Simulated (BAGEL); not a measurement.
**Mg2H2Cl2 ((HMg-mu-Cl)2) at HF/def2-SVP (density fitting with qzvpp-jkfit)**

What is the vertical singlet–triplet gap of Mg2H2Cl2 ((HMg-mu-Cl)2) at HF/def2-SVP (density fitting with qzvpp-jkfit)? 

Program for the calculation: BAGEL 1.2.2.

6 further runs of the same task are left out: 3 that didn't finish, 3 set aside as unsound or not needed. Runs told in other sessions of the task aren't counted.

### 1 The molecule

Mg2H2Cl2: 6 atoms, total charge 0, spin state singlet. The shape comes from GFN2-xTB, which is rough for such elements, and wasn't checked as a minimum.

Bond lengths: Mg1–Cl3 2.262 Å, Cl3–Mg4 2.261 Å, Mg1–Cl6 2.261 Å, Mg4–Cl6 2.261 Å, Mg1–H2 1.564 Å, Mg4–H5 1.563 Å. Angles: Mg1–Cl3–Mg4 88.6°, Cl3–Mg1–Cl6 91.4°, Cl3–Mg4–Cl6 91.4°, Mg1–Cl6–Mg4 88.6°, H2–Mg1–Cl3 134.4°, H2–Mg1–Cl6 134.2°, Cl3–Mg4–H5 134.4°, H5–Mg4–Cl6 134.2°.

### 2 A single-point energy at HF/def2-SVP (density fitting with qzvpp-jkfit)

Input file job.json:

```json
{ "bagel" : [

{
  "title" : "molecule",
  "basis" : "svp",
  "df_basis" : "qzvpp-jkfit",
  "angstrom" : true,
  "geometry" : [
    { "atom" : "Mg", "xyz" : [      -0.931210,      -0.031940,       1.275430 ] },
    { "atom" : "H", "xyz" : [      -1.835530,      -0.043950,       2.551200 ] },
    { "atom" : "Cl", "xyz" : [       0.747030,      -1.342020,       0.512770 ] },
    { "atom" : "Mg", "xyz" : [       0.922400,       0.022110,      -1.282400 ] },
    { "atom" : "H", "xyz" : [       1.865800,       0.075340,      -2.527840 ] },
    { "atom" : "Cl", "xyz" : [      -0.768490,       1.320460,      -0.529140 ] }
  ]
},

{ "title" : "hf" },

{ "title" : "print", "file" : "orbitals.molden", "orbitals" : true }

]}
```

On the command line:

```
$ BAGEL_NUM_THREADS=1 BAGEL job.json > job.out
```

Output:

```text
* using 1 threads per process

  ===============================================================
  ===============================================================

  *** Geometry ***

  { "atom" : "Mg", "xyz" : [     -1.759732,     -0.060358,      2.410213 ] },
  { "atom" : "H", "xyz" : [     -3.468649,     -0.083053,      4.821069 ] },
  { "atom" : "Cl", "xyz" : [      1.411682,     -2.536050,      0.968995 ] },
  { "atom" : "Mg", "xyz" : [      1.743083,      0.041782,     -2.423385 ] },
  { "atom" : "H", "xyz" : [      3.525851,      0.142372,     -4.776925 ] },
  { "atom" : "Cl", "xyz" : [     -1.452236,      2.495308,     -0.999930 ] },

  Number of auxiliary basis functions:      516

  Since a DF basis is specified, we compute 2- and 3-index integrals:
    o Being stored without compression. Storage requirement is 0.028 GB

  Number of basis functions:       82
  Number of electrons      :       60

    * METHOD: MOLECULE                             0.24

  *** RHF ***

  === Nuclear Repulsion ===
   283.4162863384

      * DIIS with orbital gradients will be used.

  === RHF iteration (svp) ===
      0      -1319.06349680          0.00782845           0.09
      1      -1319.11337981          0.00231553           0.09
      2      -1319.11764454          0.00059380           0.09
      3      -1319.11802472          0.00005974           0.09
      4      -1319.11802968          0.00000932           0.09
      5      -1319.11802981          0.00000223           0.08
      6      -1319.11802981          0.00000052           0.09
      7      -1319.11802981          0.00000011           0.09
      8      -1319.11802981          0.00000003           0.09
      9      -1319.11802981          0.00000001           0.09
    * SCF iteration converged.

    * Permanent dipole moment:
           (    0.031265,     0.033816,     0.024455) a.u.

    * METHOD: HF                                   1.03

    * METHOD: PRINT                                0.02

  ===============================================================
```

Wall time 1.4 s (1 thread of Arm Neoverse V1, shared host).

### 3 The triplet

Input file input.json:

```json
{ "bagel": [

{
  "title": "molecule",
  "basis": "svp",
  "df_basis": "qzvpp-jkfit",
  "angstrom": true,
  "geometry": [
    { "atom": "Mg", "xyz": [      -0.931210,      -0.031940,       1.275430 ] },
    { "atom": "H", "xyz": [      -1.835530,      -0.043950,       2.551200 ] },
    { "atom": "Cl", "xyz": [       0.747030,      -1.342020,       0.512770 ] },
    { "atom": "Mg", "xyz": [       0.922400,       0.022110,      -1.282400 ] },
    { "atom": "H", "xyz": [       1.865800,       0.075340,      -2.527840 ] },
    { "atom": "Cl", "xyz": [      -0.768490,       1.320460,      -0.529140 ] }
  ]
},

{ "title": "uhf", "nopen": 2 },

{ "title": "print", "file": "orbitals.molden", "orbitals": true }

]}
```

On the command line:

```
$ BAGEL_NUM_THREADS=1 BAGEL input.json > input.out
```

Output:

```text
* using 1 threads per process

  ===============================================================
  ===============================================================

  *** Geometry ***

  { "atom" : "Mg", "xyz" : [     -1.759732,     -0.060358,      2.410213 ] },
  { "atom" : "H", "xyz" : [     -3.468649,     -0.083053,      4.821069 ] },
  { "atom" : "Cl", "xyz" : [      1.411682,     -2.536050,      0.968995 ] },
  { "atom" : "Mg", "xyz" : [      1.743083,      0.041782,     -2.423385 ] },
  { "atom" : "H", "xyz" : [      3.525851,      0.142372,     -4.776925 ] },
  { "atom" : "Cl", "xyz" : [     -1.452236,      2.495308,     -0.999930 ] },

  Number of auxiliary basis functions:      516

  Since a DF basis is specified, we compute 2- and 3-index integrals:
    o Being stored without compression. Storage requirement is 0.028 GB

  Number of basis functions:       82
  Number of electrons      :       60

    * METHOD: MOLECULE                             0.24

  *** Open-shell HF ***

  === Nuclear Repulsion ===
   283.4162863384

      * DIIS with orbital gradients will be used.

  === UHF iteration (svp) ===
      0      -1318.77656147          0.01350884           0.19
      1      -1318.83819293          0.00450126           0.18
      2      -1318.84876572          0.00200029           0.18
      3      -1318.85122584          0.00092888           0.18
      4      -1318.85278028          0.00020223           0.18
      5      -1318.85287161          0.00011728           0.18
      6      -1318.85288358          0.00013690           0.18
      7      -1318.85286113          0.00006613           0.18
      8      -1318.85286466          0.00004526           0.18
      9      -1318.85287244          0.00004383           0.18
     10      -1318.85287879          0.00004379           0.19
     11      -1318.85287949          0.00004392           0.19
     12      -1318.85287590          0.00004348           0.18
     13      -1318.85286117          0.00004227           0.18
     14      -1318.85285579          0.00004350           0.18
     15      -1318.85285283          0.00004317           0.18
     16      -1318.85283342          0.00004024           0.18
     17      -1318.85281053          0.00003783           0.18
     18      -1318.85279510          0.00003564           0.19
     19      -1318.85277533          0.00003657           0.18
     20      -1318.85277420          0.00003692           0.18
     21      -1318.85277659          0.00003628           0.18
     22      -1318.85277900          0.00003363           0.18
     23      -1318.85279300          0.00003322           0.18
     24      -1318.85279006          0.00003268           0.18
     25      -1318.85278465          0.00003119           0.18
     26      -1318.85278283          0.00003091           0.18
     27      -1318.85276787          0.00002931           0.18
     28      -1318.85276021          0.00002913           0.18
     29      -1318.85276282          0.00003085           0.18
     30      -1318.85275670          0.00002841           0.18
     31      -1318.85275274          0.00002698           0.18
     32      -1318.85275170          0.00002590           0.18
     33      -1318.85276537          0.00002568           0.18
     34      -1318.85277339          0.00001826           0.18
     35      -1318.85278557          0.00001563           0.19
     36      -1318.85278688          0.00002240           0.18
     37      -1318.85278773          0.00000758           0.18
     38      -1318.85278771          0.00000771           0.18
     39      -1318.85278824          0.00000967           0.18
     40      -1318.85278736          0.00000825           0.19
     41      -1318.85278782          0.00000778           0.18
     42      -1318.85278758          0.00000773           0.18
     43      -1318.85278757          0.00000771           0.18
     44      -1318.85278675          0.00000415           0.18
     45      -1318.85278586          0.00000352           0.18
     46      -1318.85278586          0.00000167           0.18
     47      -1318.85278585          0.00000080           0.18
     48      -1318.85278585          0.00000050           0.18
     49      -1318.85278585          0.00000032           0.18
     50      -1318.85278585          0.00000024           0.18
     51      -1318.85278585          0.00000021           0.18
     52      -1318.85278585          0.00000020           0.18
     53      -1318.85278585          0.00000021           0.18
     54      -1318.85278585          0.00000020           0.18
     55      -1318.85278585          0.00000019           0.18
     56      -1318.85278585          0.00000017           0.18
     57      -1318.85278585          0.00000015           0.18
     58      -1318.85278585          0.00000012           0.18
     59      -1318.85278585          0.00000008           0.18
     60      -1318.85278585          0.00000006           0.18
     61      -1318.85278585          0.00000004           0.18
     62      -1318.85278585          0.00000002           0.18
     63      -1318.85278585          0.00000003           0.18
     64      -1318.85278585          0.00000002           0.18
     65      -1318.85278585          0.00000001           0.18
    * SCF iteration converged.

    * S^2 (UHF) is 2.0459

    * Permanent dipole moment:
           (    0.412023,     0.381678,     0.403800) a.u.

    * METHOD: UHF                                 12.18

    * METHOD: PRINT                                0.02

  ===============================================================
```

Wall time 13 s (1 thread of Arm Neoverse V1, shared host).

### 4 Outcome

At HF/def2-SVP (density fitting with qzvpp-jkfit):

```
                                        quantity           value
                           singlet: total energy  -1319.11803 Eh
                          singlet: dipole moment          0.13 D
                            singlet: HOMO energy       -10.82 eV
                            singlet: LUMO energy         1.48 eV
                          singlet: HOMO–LUMO gap        12.30 eV
                           triplet: total energy  -1318.85279 Eh
                          triplet: dipole moment          1.76 D
                                   triplet: ⟨S²⟩           2.046
vertical energy of the triplet above the singlet        7.218 eV
```

What this shows: At this shape the triplet lies 7.22 eV (166 kcal/mol) above the singlet.
